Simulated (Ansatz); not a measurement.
Runs of Ansatz 0.2.0 on Ta3AsAu2O13. The structure is monoclinic, space group Cm (No. 8). The conventional cell has a = 12.861 Å, b = 3.887 Å, c = 10.986 Å, α = 90.00°, β = 103.45°, γ = 90.00°. Ta (site symmetry m) is surrounded by 4 O at 1.83 to 2.03 Å. Ta (site symmetry m) has 5 O at 1.83 to 2.10 Å as nearest neighbours. Ta (site symmetry m) has 5 O at 1.86 to 2.08 Å as nearest neighbours. As (site symmetry m) is surrounded by 3 O at 1.73 to 1.80 Å. Au (site symmetry m) is surrounded by 5 O at 1.97 to 2.26 Å. Au (site symmetry m) has 4 O at 1.98 to 2.05 Å as nearest neighbours. O (site symmetry m) is surrounded by 1 As at 1.73 Å. O (site symmetry m) has 1 Ta at 1.83 Å and 1 Au at 1.97 Å as nearest neighbours. The cell was built by a generator and needn't be a form met in nature.

```csv
task,level,cell,k mesh,points for each segment of the path,gap on the mesh (eV),pressure (GPa),relaxed volume (Å³/atom),largest force (eV/Å)
relaxation of cell and atoms,revPBE,relaxed,5 × 5 × 2,-,none,0.0,14.39,-
band structure,RPBE,as given,7 × 7 × 3,10,none,(b),-,0.10
relaxation of cell and atoms,RPBE,relaxed,5 × 5 × 2,-,none,0.0,14.50,0.01
band structure,revPBE,as given,7 × 7 × 3,10,none,2.7,-,(a)
```

Alike in all rows: potentials or basis Ansatz PAW; no spin polarisation; cutoff (eV) 420; smearing fermi-dirac 0.05 eV.

Fill in the values left out.

(a) 0.07; (b) 3.6.

Caveats: the PAW data sets come from PBE, with cores solved anew for the run's functional, which leaves a small shift of forces and pressure; the plane-wave basis is chosen anew once the cell has moved, so the energies of steps on either side of that aren't comparable (some runs); spin-orbit coupling is left out, which moves the levels of the heavy elements (some runs).

A k mesh can miss the band edges, and the runs leave out spin-orbit coupling on As, Au, Ta.

A gap of «none» marks a metal or a gap under the smearing width.

Runs at the PBE level aren't shown here.
